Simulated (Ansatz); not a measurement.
# AlCl3: the cost of one run

Program: Ansatz 0.2.0, driven from Python. Level of theory: CAM-B3LYP/def2-SVP. These are calculated values, not measurements.

### Step 1. The system

Bond lengths: Cl1–Al2 2.196 Å, Al2–Cl3 2.185 Å, Al2–Cl4 2.200 Å. Angles: Cl1–Al2–Cl3 118.5°, Cl1–Al2–Cl4 123.3°, Cl3–Al2–Cl4 118.2°.

The script holds or builds the structure itself.

### Step 2. The code

tae.py

```python
from collections import Counter
from dataclasses import dataclass
import logging
import sys

import ansatz as az

logging.basicConfig(stream=sys.stdout, format="%(levelname)s %(message)s")
logger = logging.getLogger("ansatz_job")
logger.setLevel(logging.INFO)


@dataclass
class Options:
    basis: str = "def2-SVP"
    functional: str = "cam_b3lyp"


opts = Options()


def energy(molecule, charge=0, unpaired=0):
    calc = (
        molecule.calculation()
        .basis(gaussian=opts.basis)
        .functional(opts.functional)
    )
    if charge:
        calc = calc.charge(charge)
    if unpaired:
        calc = calc.spin("collinear", total=unpaired)
    report = calc.run().report
    if report["published_state_doubts"]:
        print("  doubts:", report["published_state_doubts"])
    return report["free_energy_ev"]

GEOMETRY = """
Cl   -1.17460   -0.15480    1.85220
Al   -0.01470   -0.01390   -0.00680
Cl    1.81590   -1.19360   -0.18600
Cl   -0.57110    1.30200   -1.67980
"""

geometry = az.Crystal.molecule()
for line in GEOMETRY.strip().splitlines():
    symbol, *xyz = line.split()
    geometry = geometry.atom(symbol, [float(v) for v in xyz])

unpaired = {"Cl": 1, "Al": 1}
counts = Counter(site.symbol for site in geometry.cartesian_sites)
atom_energy = {s: energy(az.Crystal.molecule().atom(s, (0, 0, 0)), 0, unpaired[s]) for s in counts}
whole = energy(geometry, 0, 0)
for s, e in atom_energy.items():
    logger.info(f"{s:2s} x{counts[s]}  {e:14.5f} eV")
logger.info(f"AlCl3: {whole:.5f} eV")
split = sum(counts[s] * e for s, e in atom_energy.items()) - whole
logger.info(f"atomisation energy (no zero-point term): {23.060548 * split:.1f} kcal/mol, {split / sum(counts.values()):.3f} eV an atom")
```

### Step 3. What the engine is handed

The engine receives this input (first run):

```yaml
crystal:
  periodic: [false, false, false]
  atoms:
    - { symbol: Cl, position_ang: [0.0, 0.0, 0.0] }
basis:
  gaussian:
    orbitals: def2-SVP
hamiltonian:
  xc: cam_b3lyp
magnetization:
  spin_polarized: true
  initial_magnetization: 1.0
```

### Step 4. The run

The run is started by

```bash
$ python tae.py
```

**Question.** How long does this script take on 1 thread of Arm Neoverse V1, shared host, and how much memory does it need?

About 3.1 s, with a peak of 0.21 GiB.
